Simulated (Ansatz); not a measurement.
Write a Python script for Ansatz's Python interface that makes a ladder of methods at one geometry of CH5FOSi2, SMILES FC1([SiH3])O[SiH2]1. Level of theory (for the species named): HSE06, def2-SVP basis, multiplicity 1. The script varies functional: hse06, lc_wpbe, r2scan0, lda, cam_b3lyp, pbe.

```xyz
10

F     1.4854   -0.9467   -1.2191
C     0.6412   -0.3539   -0.2320
Si   -1.0684   -1.0847    0.0309
O     1.4051    0.2539    0.8630
Si    0.6878    1.4713   -0.0425
H    -1.7242   -0.4906    1.2276
H    -1.8852   -0.8190   -1.1236
H    -0.9345   -2.5420    0.2291
H    -0.3274    2.1884    0.8494
H     1.8032    2.2720   -0.5799
```

`methods.py`:
```python
"""CH5FOSi2 at several levels of theory."""

from pathlib import Path
import warnings

import ansatz as az
from ase import Atoms
import numpy as np

SETTINGS = {
    "basis_set": "def2-SVP",
}

warnings.simplefilter("ignore", az.DeckWarning)

atoms = Atoms(["F", "C", "Si", "O", "Si", "H", "H", "H", "H", "H"], positions=[
    (1.4854, -0.9467, -1.2191),
    (0.6412, -0.3539, -0.232),
    (-1.0684, -1.0847, 0.0309),
    (1.4051, 0.2539, 0.863),
    (0.6878, 1.4713, -0.0425),
    (-1.7242, -0.4906, 1.2276),
    (-1.8852, -0.819, -1.1236),
    (-0.9345, -2.542, 0.2291),
    (-0.3274, 2.1884, 0.8494),
    (1.8032, 2.272, -0.5799),
])
mol = az.Crystal.molecule_from_ase(atoms)

base = mol.calculation().basis(gaussian=SETTINGS["basis_set"])

print("functional    E (Ha)        dipole (D)   HOMO (eV)  LUMO (eV)")
for name in ["hse06", "lc_wpbe", "r2scan0", "lda", "cam_b3lyp", "pbe"]:
    data = base.functional(name).forces().orbitals().run(runs_dir="runs").report
    lines = Path(data["orbitals_path"]).read_text().splitlines()
    field_of = lambda key: [line.split("=")[1].strip() for line in lines if line.startswith(key)]
    orbitals = [(27.211386 * float(e), s, float(n)) for e, s, n in zip(field_of("Ene="), field_of("Spin="), field_of("Occup="))]
    homo = max(e for e, _, n in orbitals if n > 0.5)
    lumo = min(e for e, _, n in orbitals if n < 0.5)
    dipole = 4.803205 * np.linalg.norm(data["charge_distribution"]["dipole_moment_e_ang"])
    print(f"{name:10s} {data['free_energy_ev'] / 27.211386246:14.6f} {dipole:9.3f} {homo:11.3f} {lumo:10.3f}")
```

```console
$ python methods.py
functional    E (Ha)        dipole (D)   HOMO (eV)  LUMO (eV)
hse06         -794.261880     2.802      -6.946     -1.632
lc_wpbe       -794.440147     3.029      -9.909      0.946
r2scan0       -794.555132     2.950      -7.540     -1.206
lda           -790.882168     2.443      -6.159     -2.175
cam_b3lyp     -794.687871     2.946      -8.602     -0.155
pbe           -794.229982     2.371      -6.030     -2.008
```

Caveats:
- Total energies depend on the basis set; only differences at equal settings carry meaning.
- The geometry is a force-field or estimated start, not a minimum of this method, and the basis set is short of its limit. A lower total doesn't mark the better method: functionals have no common bound, and MP2 and coupled cluster aren't variational.
- Levels such as HOMO and LUMO are orbital energies: with these approximate functionals they aren't the ionisation energy and electron affinity, and their gap isn't the fundamental gap.
- hse06 follows the composition of plane-wave codes, whose totals differ by tens of mHa, up to about 0.1 Ha, from the form usual in Gaussian-basis programs (wpbeh).
- Wall time of the script: 25 s on 1 thread of Arm Neoverse V2, on a shared host, peak memory 0.33 GiB.

(Lines on the test bed's own set-up are left out of the output.)
